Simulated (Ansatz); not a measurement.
# GeNH₄+ (triplet): from Hartree-Fock to the top rungs, cc-pVDZ

One table from this session's results is given with a row withheld; the runs are named, their logs left out.

The runs use Ansatz 0.2.0, Gaussian basis; cc-pVDZ, core rule «outside noble gas», up to 15 orbitals frozen.

To be run: UHF; CCSD(T) on ROHF; CCSD(T) on UHF; BCCD(T) on ROHF; CISD; CCSDT(Q) on ROHF; CCSDT(Q) on UHF.

24 further runs of the same task are left out: 1 for a known fault of the program, 12 that didn't finish, 11 set aside as unsound or not needed.

### The geometry

The geometry is a PBE0/def2-TZVP stationary point (not a proven minimum) of the parent state, kept for this charge and spin. No spin-orbit coupling is included. The filled d shell of Ge may be among the frozen orbitals whatever the setting's name suggests; the logs give the count.

6 atoms, charge 1, spin multiplicity 3.

Atoms are counted from 1 here; the program's logs count them from 0.

Bond lengths: Ge1–N2 1.869 Å, Ge1–H3 1.542 Å, Ge1–H4 1.537 Å, Ge1–H5 1.537 Å, N2–H6 1.025 Å. Angles: N2–Ge1–H3 114.2°, N2–Ge1–H4 106.3°, N2–Ge1–H5 106.3°, H3–Ge1–H4 110.0°, H3–Ge1–H5 110.0°, H4–Ge1–H5 109.9°, Ge1–N2–H6 109.8°.

Set-up of the first run:

The input, in.yaml:

```yaml
crystal:
  periodic: [false, false, false]
  atoms:
    - {symbol: Ge, position_ang: [0.000000, 0.013176, 0.296556]}
    - {symbol: N, position_ang: [0.000000, -0.127734, -1.567079]}
    - {symbol: H, position_ang: [0.000000, 1.462996, 0.821916]}
    - {symbol: H, position_ang: [1.257753, -0.722789, 0.783980]}
    - {symbol: H, position_ang: [-1.257753, -0.722789, 0.783980]}
    - {symbol: H, position_ang: [0.000000, 0.808032, -1.985333]}
basis:
  gaussian: {orbitals: cc-pVDZ}
total_charge: 1
magnetization: {spin_polarized: true, initial_magnetization: 2}
hamiltonian: {xc: hf}
output: {orbitals: {seedname: orbitals}}
```

The run is started by

```bash
ansatz run in.yaml --threads 1 --pin off --events-out ev --progress --plain --max-ram 2393MiB
```

Among the steps run: UHF; CCSD(T) on ROHF; CCSD(T) on UHF; BCCD(T) on ROHF; CISD; CCSDT(Q) on ROHF; CCSDT(Q) on UHF.

One of the session's tables, all rows but one given; the rest of the session is left out.

| method | from UCCSDT(Q) (kJ/mol) |
| --- | --- |
| ROHF | ? |
| UHF | +645.0 |
| RMP2 | +134.3 |
| UMP2 | +131.8 |
| RCCSD | +18.0 |
| UCCSD | +17.7 |
| RCCSD(T) | +4.2 |
| UCCSD(T) | +4.1 |
| BCCD(T) | +4.2 |
| RCCSDT | +0.9 |
| UCCSDT | +0.7 |
| RCCSDT(Q) | +0.3 |
| UCCSDT(Q) | 0 |

**Question.** Estimate the row for ROHF.

**Answer.** from UCCSDT(Q) (kJ/mol): +663.4. In the column «from UCCSDT(Q) (kJ/mol)» it is the highest.

Not comparable, so not listed: CISD (they don't share determinant, frozen orbitals or solution with the rows shown, or repeat one).

Caveats from the session: Restricted and unrestricted rows rest on different reference determinants; where their highest levels disagree by more than a few hundredths of an eV, they describe different states and don't form one ladder.
